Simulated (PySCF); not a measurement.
# C2H5NOSi: the cost of one run

The runs use PySCF 2.14.0, with density-fitted response routines of our own; the level of theory stands in each step. All values are computed, except where a source is named. Atoms count from 0, in the outputs and in this text.

### 1 Starting geometry

10 atoms, charge 0, multiplicity 1; geometry from: GFN2-xTB. The atoms were then displaced at random by about 0.01 Å, so the start is not that level's minimum.

Bonds of the start (Å): C0–Si1 1.87, Si1–O2 1.63, Si1–C3 1.90, C3–N4 1.13, C0–H5 1.12, C0–H6 1.07, C0–H7 1.09, Si1–H8 1.49, O2–H9 0.97.

### 2 Geometry optimisation at PBE0-D3(BJ)/def2-SVP

Job settings and geometry (Å):

```
{"job": {"xc": "PBE0", "basis": "def2-SVP", "d3": "d3bj", "grid": 1, "shake": 0.01, "kind": "geom"}, "charge": 0, "multiplicity": 1}
C     -1.353320    -0.420680    -0.223340
Si     0.263770     0.265580     0.419790
O      0.474230     1.690390    -0.336200
C      1.667770    -0.920810    -0.068240
N      2.466070    -1.658290    -0.366990
H     -2.191670     0.285110     0.015730
H     -1.591780    -1.366360     0.205950
H     -1.339480    -0.503630    -1.313140
H      0.362690     0.404370     1.897010
H      1.292160     2.203380    -0.251630
```

The run is started by

```bash
> OMP_NUM_THREADS=1 python probes_run.py task.json out
```

The driver reads the jobs from task.json and runs them one after another.

Q: Estimate the wall time and peak memory of this first job on 1 thread of Arm Neoverse N1, shared host.

About 51 s, with a peak of 0.41 GiB.
